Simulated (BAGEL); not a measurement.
# One shape, several levels: C2H4SSi (SMILES [SiH3]C#CS)

Wanted: a comparison of 4 runs (B3LYP/6-31G*, B3LYP/cc-pVDZ, PBE0/cc-pVDZ, RI-MP2/cc-pVDZ) of C2H4SSi. 

The calculation is run with BAGEL 1.2.2.

**1. The molecule**

C2H4SSi: 8 atoms, total charge 0, spin state singlet. As SMILES, `[SiH3]C#CS`. The coordinates come from a PBE0-D4/def2-TZVP relaxation.

Bond lengths: Si1–C2 1.816 Å, C2–C3 1.214 Å, C3–S4 1.675 Å, Si1–H5 1.484 Å, Si1–H6 1.484 Å, Si1–H7 1.484 Å, S4–H8 1.346 Å. Angles: Si1–C2–C3 179.1°, C2–C3–S4 175.3°, C2–Si1–H5 110.0°, C2–Si1–H6 110.0°, C2–Si1–H7 108.6°, C3–S4–H8 96.8°, H5–Si1–H6 109.2°, H5–Si1–H7 109.5°, H6–Si1–H7 109.5°.

**2. A single-point energy at B3LYP/6-31G(d) (density fitting with qzvpp-jkfit, spherical functions) (run 1)**

File job.json:

```json
{ "bagel": [

{
  "title": "molecule",
  "basis": "6-31gs.json",
  "df_basis": "qzvpp-jkfit",
  "angstrom": true,
  "geometry": [
    { "atom": "Si", "xyz": [      -0.315300,       1.472200,      -0.615100 ] },
    { "atom": "C", "xyz": [      -0.112800,      -0.194000,       0.079300 ] },
    { "atom": "C", "xyz": [       0.040500,      -1.305700,       0.541200 ] },
    { "atom": "S", "xyz": [       0.116100,      -2.848300,       1.189600 ] },
    { "atom": "H", "xyz": [      -1.151000,       1.412300,      -1.840200 ] },
    { "atom": "H", "xyz": [      -0.967800,       2.361000,       0.378600 ] },
    { "atom": "H", "xyz": [       1.025200,       2.010600,      -0.955600 ] },
    { "atom": "H", "xyz": [       1.457300,      -2.965300,       1.166400 ] }
  ]
},

{
  "title": "ks",
  "xc_func": "b3lyp"
},

{
  "title": "print",
  "file": "orbitals.molden",
  "orbitals": true
}

]}
```

The basis set 6-31G* is read from a file made from the Basis Set Exchange's data (not shown).

Started as:

```console
$ BAGEL_NUM_THREADS=1 BAGEL job.json > job.out
```

Output:

```text
* using 1 threads per process

  ===============================================================
  ===============================================================

  *** Geometry ***

  { "atom" : "Si", "xyz" : [     -0.595831,      2.782055,     -1.162371 ] },
  { "atom" : "C", "xyz" : [     -0.213161,     -0.366607,      0.149855 ] },
  { "atom" : "C", "xyz" : [      0.076534,     -2.467415,      1.022720 ] },
  { "atom" : "S", "xyz" : [      0.219397,     -5.382507,      2.248018 ] },
  { "atom" : "H", "xyz" : [     -2.175075,      2.668860,     -3.477474 ] },
  { "atom" : "H", "xyz" : [     -1.828877,      4.461643,      0.715450 ] },
  { "atom" : "H", "xyz" : [      1.937347,      3.799483,     -1.805822 ] },
  { "atom" : "H", "xyz" : [      2.753898,     -5.603605,      2.204177 ] },

  Number of auxiliary basis functions:      478

  Since a DF basis is specified, we compute 2- and 3-index integrals:
    o Being stored without compression. Storage requirement is 0.020 GB

  Number of basis functions:       72
  Number of electrons      :       46

    * METHOD: MOLECULE                             0.21

  *** Kohn-Sham DFT ***

    * Removing 12714 points whose weight is below 1.00e-10
    * Grid points: 106534

  === Nuclear Repulsion ===
   164.7210868156

       - DIIS with orbital gradients will be used.

  === KS iteration (b3lyp / 6-31gs.json) ===
      0       -739.38051300          0.12856345           0.33
      1       -712.92114366          0.11191318           0.31
      2       -596.36182292          0.19934162           0.31
      3       -747.95215047          0.11627657           0.31
      4       -748.83925969          0.11523586           0.31
      5       -761.40613037          0.07923045           0.31
      6       -766.02416711          0.02147015           0.31
      7       -766.13752968          0.01120262           0.31
      8       -766.19934053          0.00599242           0.31
      9       -766.21762565          0.00399988           0.31
     10       -766.22273241          0.00140138           0.31
     11       -766.22345144          0.00015849           0.31
     12       -766.22346524          0.00004584           0.31
     13       -766.22346625          0.00001272           0.31
     14       -766.22346634          0.00000316           0.31
     15       -766.22346634          0.00000075           0.31
     16       -766.22346634          0.00000047           0.31
     17       -766.22346634          0.00000013           0.31
     18       -766.22346634          0.00000001           0.31
     19       -766.22346634          0.00000000           0.31
    * SCF iteration converged.

    * Permanent dipole moment:
           (   -0.400495,     0.173370,    -0.051356) a.u.

    * METHOD: KS                                   6.69

    * METHOD: PRINT                                0.01

  ===============================================================
```

Run time: 7.2 s. Hardware: 1 thread of Intel Xeon Platinum 8488C (Sapphire Rapids), shared host; peak memory 0.39 GiB.

**3. A single-point energy at B3LYP/cc-pVDZ (density fitting with qzvpp-jkfit) (run 2)**

File input.json:

```json
{ "bagel": [

{
  "title": "molecule",
  "basis": "cc-pvdz.json",
  "df_basis": "qzvpp-jkfit",
  "angstrom": "true",
  "geometry": [
    { "atom": "Si", "xyz": [   -0.315300,    1.472200,   -0.615100 ] },
    { "atom": "C", "xyz": [   -0.112800,   -0.194000,    0.079300 ] },
    { "atom": "C", "xyz": [    0.040500,   -1.305700,    0.541200 ] },
    { "atom": "S", "xyz": [    0.116100,   -2.848300,    1.189600 ] },
    { "atom": "H", "xyz": [   -1.151000,    1.412300,   -1.840200 ] },
    { "atom": "H", "xyz": [   -0.967800,    2.361000,    0.378600 ] },
    { "atom": "H", "xyz": [    1.025200,    2.010600,   -0.955600 ] },
    { "atom": "H", "xyz": [    1.457300,   -2.965300,    1.166400 ] }
  ]
},
{
  "title": "ks",
  "xc_func": "b3lyp"
},
{
  "title": "print",
  "file": "orbitals.molden",
  "orbitals": "true"
}

]}
```

The basis set cc-pVDZ is read from a file made from the Basis Set Exchange's data (not shown).

Started as:

```console
$ BAGEL_NUM_THREADS=1 BAGEL input.json > input.out
```

Output:

```text
* using 1 threads per process

  ===============================================================
  ===============================================================

  *** Geometry ***

  { "atom" : "Si", "xyz" : [     -0.595831,      2.782055,     -1.162371 ] },
  { "atom" : "C", "xyz" : [     -0.213161,     -0.366607,      0.149855 ] },
  { "atom" : "C", "xyz" : [      0.076534,     -2.467415,      1.022720 ] },
  { "atom" : "S", "xyz" : [      0.219397,     -5.382507,      2.248018 ] },
  { "atom" : "H", "xyz" : [     -2.175075,      2.668860,     -3.477474 ] },
  { "atom" : "H", "xyz" : [     -1.828877,      4.461643,      0.715450 ] },
  { "atom" : "H", "xyz" : [      1.937347,      3.799483,     -1.805822 ] },
  { "atom" : "H", "xyz" : [      2.753898,     -5.603605,      2.204177 ] },

  Number of auxiliary basis functions:      478

  Since a DF basis is specified, we compute 2- and 3-index integrals:
    o Being stored without compression. Storage requirement is 0.027 GB

  Number of basis functions:       84
  Number of electrons      :       46

    * METHOD: MOLECULE                             0.21

  *** Kohn-Sham DFT ***

    * Removing 12714 points whose weight is below 1.00e-10
    * Grid points: 106534

  === Nuclear Repulsion ===
   164.7210868156

       - DIIS with orbital gradients will be used.

  === KS iteration (b3lyp / cc-pvdz.json) ===
      0       -739.59451760          0.08193008           0.38
      1       -711.92376133          0.11201793           0.36
      2       -603.01975062          0.14265995           0.36
      3       -748.61923752          0.13444965           0.36
      4       -754.63505458          0.09580786           0.36
      5       -766.01865865          0.01756428           0.36
      6       -766.18058028          0.01087971           0.36
      7       -766.25061528          0.00626523           0.35
      8       -766.25704008          0.00513146           0.35
      9       -766.26792822          0.00134843           0.35
     10       -766.26920327          0.00024148           0.36
     11       -766.26924542          0.00007632           0.35
     12       -766.26924862          0.00001420           0.35
     13       -766.26924875          0.00000295           0.36
     14       -766.26924875          0.00000069           0.35
     15       -766.26924875          0.00000022           0.35
     16       -766.26924875          0.00000007           0.35
     17       -766.26924875          0.00000003           0.35
     18       -766.26924875          0.00000001           0.35
    * SCF iteration converged.

    * Permanent dipole moment:
           (   -0.379336,     0.215052,    -0.070139) a.u.

    * METHOD: KS                                   7.37

    * METHOD: PRINT                                0.01

  ===============================================================
```

Wall time 7.8 s (1 thread of Intel Xeon Platinum 8488C (Sapphire Rapids), shared host); peak memory 0.43 GiB.

Run 3 isn't shown in full; the table further down has it.

**4. A single-point energy at RI-MP2/cc-pVDZ (density fitting with qzvpp-jkfit) (run 4)**

File job.json:

```json
{ "bagel" : [

{
  "title" : "molecule",
  "basis" : "cc-pvdz.json",
  "df_basis" : "qzvpp-jkfit",
  "angstrom" : true,
  "geometry" : [
    { "atom" : "Si", "xyz" : [   -0.315300,    1.472200,   -0.615100 ] },
    { "atom" : "C", "xyz" : [   -0.112800,   -0.194000,    0.079300 ] },
    { "atom" : "C", "xyz" : [    0.040500,   -1.305700,    0.541200 ] },
    { "atom" : "S", "xyz" : [    0.116100,   -2.848300,    1.189600 ] },
    { "atom" : "H", "xyz" : [   -1.151000,    1.412300,   -1.840200 ] },
    { "atom" : "H", "xyz" : [   -0.967800,    2.361000,    0.378600 ] },
    { "atom" : "H", "xyz" : [    1.025200,    2.010600,   -0.955600 ] },
    { "atom" : "H", "xyz" : [    1.457300,   -2.965300,    1.166400 ] }
  ]
},
{
  "title" : "hf",
  "charge" : 0
},
{
  "title" : "mp2",
  "charge" : 0,
  "ncore" : 12
}

]}
```

The basis set cc-pVDZ is read from a file made from the Basis Set Exchange's data (not shown).

Started as:

```console
$ BAGEL_NUM_THREADS=1 BAGEL job.json > job.out
```

Output:

```text
* using 1 threads per process

  ===============================================================
  ===============================================================

  *** Geometry ***

  { "atom" : "Si", "xyz" : [     -0.595831,      2.782055,     -1.162371 ] },
  { "atom" : "C", "xyz" : [     -0.213161,     -0.366607,      0.149855 ] },
  { "atom" : "C", "xyz" : [      0.076534,     -2.467415,      1.022720 ] },
[... 4 lines of this table left out ...]
  { "atom" : "H", "xyz" : [      2.753898,     -5.603605,      2.204177 ] },

  Number of auxiliary basis functions:      478

  Since a DF basis is specified, we compute 2- and 3-index integrals:
    o Being stored without compression. Storage requirement is 0.027 GB

  Number of basis functions:       84
  Number of electrons      :       46

    * METHOD: MOLECULE                             0.22

  *** RHF ***

  === Nuclear Repulsion ===
   164.7210868156

      * DIIS with orbital gradients will be used.

  === RHF iteration (cc-pvdz.json) ===
      0       -764.32570022          0.01321729           0.06
      1       -764.41887454          0.00935836           0.06
      2       -764.46327839          0.00212189           0.06
[... 12 lines of this table left out ...]
     15       -764.46688651          0.00000001           0.06
    * SCF iteration converged.

    * Permanent dipole moment:
           (   -0.403490,     0.156286,    -0.044137) a.u.

    * METHOD: HF                                   1.07

  *** RHF ***

  === Nuclear Repulsion ===
   164.7210868156

      * DIIS with orbital gradients will be used.

  === RHF iteration (cc-pvdz.json) ===
      0       -764.46688651          0.00000000           0.06
    * SCF iteration converged.

    * Permanent dipole moment:
           (   -0.403490,     0.156287,    -0.044137) a.u.

  === DF-MP2 calculation ===

    * freezing 12 orbitals
    * 3-index integral transformation done
    * assembly done

      MP2 correlation energy:   -0.4842647780      0.03

      MP2 total energy:       -764.9511512896

    * METHOD: MP2                                  0.15

  ===============================================================
```

Run time: 1.6 s. Hardware: 1 thread of Intel Xeon Platinum 8488C (Sapphire Rapids), shared host; peak memory 0.12 GiB.

**5. The series**

```tsv
run	level	frozen core orbitals	energy (Eh)	dipole moment (D)	HOMO energy (eV)	LUMO energy (eV)	wall time
1	B3LYP/6-31G* (density fitting with qzvpp-jkfit, spherical functions)	–	-766.223466	1.12	-6.56	-0.61	7.2 s
2	B3LYP/cc-pVDZ (density fitting with qzvpp-jkfit)	–	-766.269249	1.12	-6.61	-0.68	7.8 s
3	PBE0/cc-pVDZ (density fitting with qzvpp-jkfit)	–	-765.870200	1.15	-6.89	-0.53	8.4 s
4	RI-MP2/cc-pVDZ (density fitting with qzvpp-jkfit)	12	-764.951151	–	–	–	1.6 s
```

**6. Results**

| quantity | value |
| --- | --- |
| run 4: total energy | -764.95115 Eh |
| run 4: correlation energy (12 core orbitals frozen) | -484.3 mEh |

**Reading.** Over runs 1, 2, 3 the dipole moment (its size) runs from 1.12 D (B3LYP/6-31G*) to 1.15 D (PBE0/cc-pVDZ). The two ends differ in method and basis. Over runs 1, 2, 3 the HOMO–LUMO gap runs from 5.93 eV (B3LYP/cc-pVDZ) to 6.36 eV (PBE0/cc-pVDZ). Totals of different functionals can't be ranked against each other. All runs together took 25 s, the longest 8.4 s.
